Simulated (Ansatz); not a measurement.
# Sb (hcp type): the cost of one run

Method: DFT LDA, with the methods named in each step, in Ansatz 0.2.0.

## Step 1: Starting point

It takes space group P6_3/mmc (No. 194, hexagonal). Conventional cell: a = 3.299 Å, b = 3.299 Å, c = 5.455 Å, α = 90.00°, β = 90.00°, γ = 120.00°. Sb (site symmetry -6m2) is surrounded by 12 Sb at 3.30 to 3.33 Å.

As a file:

```
CELL_PARAMETERS angstrom
1.64926 -2.85661 0.00000
1.64926 2.85661 0.00000
0.00000 0.00000 5.45480
ATOMIC_POSITIONS crystal
Sb 0.66667 0.33333 0.25000
Sb 0.33333 0.66667 0.75000
```

Atoms are numbered in the order of the input: Sb1, Sb2.

## Step 2: Bulk in the slab's orientation, LAPW

File input.yaml:

```yaml
crystal:
  lattice:
    - [1.6492625101, -2.8566064624, 0.0]
    - [1.64926251, 2.8566064624, 0.0]
    - [0.0, 0.0, 5.4548007447]
  atoms:
    - { symbol: Sb, position: [0.666666667, 0.333333333, 0.25] }
    - { symbol: Sb, position: [0.333333333, 0.666666667, 0.75] }
kpoints:
  mp_grid: { grid: [14, 14, 8] }
scf:
  occupations: { method: fermi_dirac, width: 0.08 }
hamiltonian:
  xc: lda
  pseudopotentials: { kind: all_electron, lapw: { basis_error: 0.001 } }
output:
  forces: true
  stress: true
  eigenvalues: true
```

The run is started by

```
$ ansatz run input.yaml --threads 1 --pin off --max-ram 3584MiB --backend cpu --events-out ev --progress --plain --runs-dir out
```

What time and memory should one allow on 1 thread of AMD EPYC 7R43 (Zen 3), shared host?

About 20 s, with a peak of 0.47 GiB.
